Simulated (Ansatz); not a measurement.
**W: a trigonal deformation path**

The task here is to estimate one member of a computed series from the others.

The COD cell was measured well above room temperature, so it is larger than a cold one.

Method: DFT PBEsol, scalar-relativistic, plane waves, PAW, in Ansatz 0.2.0.

## Starting point

Symmetry: Im-3m, No. 229, cubic system. The conventional cell has a = 3.195 Å, b = 3.195 Å, c = 3.195 Å, α = 90.00°, β = 90.00°, γ = 90.00°. Around W (site symmetry m-3m) lie 8 W at 2.77 Å.

Coordinates:

```cif
data_structure
_symmetry_space_group_name_H-M 'P 1'
_symmetry_Int_Tables_number 1
_cell_length_a 2.7666
_cell_length_b 2.7666
_cell_length_c 2.7666
_cell_angle_alpha 109.471
_cell_angle_beta 109.471
_cell_angle_gamma 109.471
_cell_volume 16.30
loop_
_atom_site_label
_atom_site_type_symbol
_atom_site_fract_x
_atom_site_fract_y
_atom_site_fract_z
_atom_site_occupancy
W1 W 0.00000 0.00000 0.00000 1
```

The cell is taken as given, not relaxed at this level.

## Zero of energy

The reference gives a free energy of -10256.5472 eV, pressure -11.41 GPa, largest force 0.000 eV/Å and gap on the mesh none (metal). It was computed beforehand with the settings of the runs below.

The first run:

At fixed volume and fractional coordinates, lengths along (0.577, 0.577, 0.577) are scaled against those across it; ρ is that ratio over its starting value.

input.yaml reads:

```yaml
crystal:
  lattice:
    - [-2.3478838752, 1.6770599108, 1.6770599108]
    - [1.6770599108, -2.3478838752, 1.6770599108]
    - [1.6770599108, 1.6770599108, -2.3478838752]
  atoms:
    - { symbol: W, position: [0.0, 0.0, 0.0] }
basis:
  ecutwfc: 420
kpoints:
  mp_grid: { grid: [24, 24, 24] }
hamiltonian:
  xc: pbesol
scf:
  occupations: { method: gaussian, width: 0.15 }
output:
  forces: true
  stress: true
  eigenvalues: true
```

On the command line:

```console
> ansatz run input.yaml --threads 1 --pin off --max-ram 2560MiB --backend cpu --events-out ev --progress --plain --runs-dir out
```

Among the steps run: At ρ = 0.500; Point ρ = 2.000; At ρ = 0.710; ρ = 1.410; ρ = 0.600; Point ρ = 0.850; At ρ = 1.200; Point ρ = 1.700; ρ = 0.930; Point ρ = 1.080.

One of the session's tables, all rows but one given; the rest of the session is left out.

| ρ | ΔE (meV/atom) | pressure (GPa) |
| --- | --- | --- |
| 0.500 | 11796.1 | 250.5 |
| 0.600 | 4771.9 | 95.5 |
| 0.710 | 1733.1 | 27.5 |
| 0.850 | 311.3 | -4.2 |
| 0.930 | ? | ? |
| 1.000 | 0.0 | -11.4 |
| 1.080 | 47.8 | -10.2 |
| 1.200 | 240.7 | -5.1 |
| 1.410 | 757.3 | 6.4 |
| 1.700 | 1352.5 | 19.0 |
| 2.000 | 1571.8 | 23.7 |

Q: Estimate the row for ρ = 0.930 from the others.

Worked estimate for «ΔE (meV/atom)». A straight line through the neighbours (0.850, 311.3) and (1.000, 0.0) gives 311.3 + (0.0 − 311.3) × (0.930 − 0.850) / (1.000 − 0.850) = 145.3; a parabola fitted to 4 rows on both sides gives 2.2.

As computed: ΔE (meV/atom): 53.3; pressure (GPa): -10.1. In «ΔE (meV/atom)» the line misses by +92.0 and the parabola by -51.1.
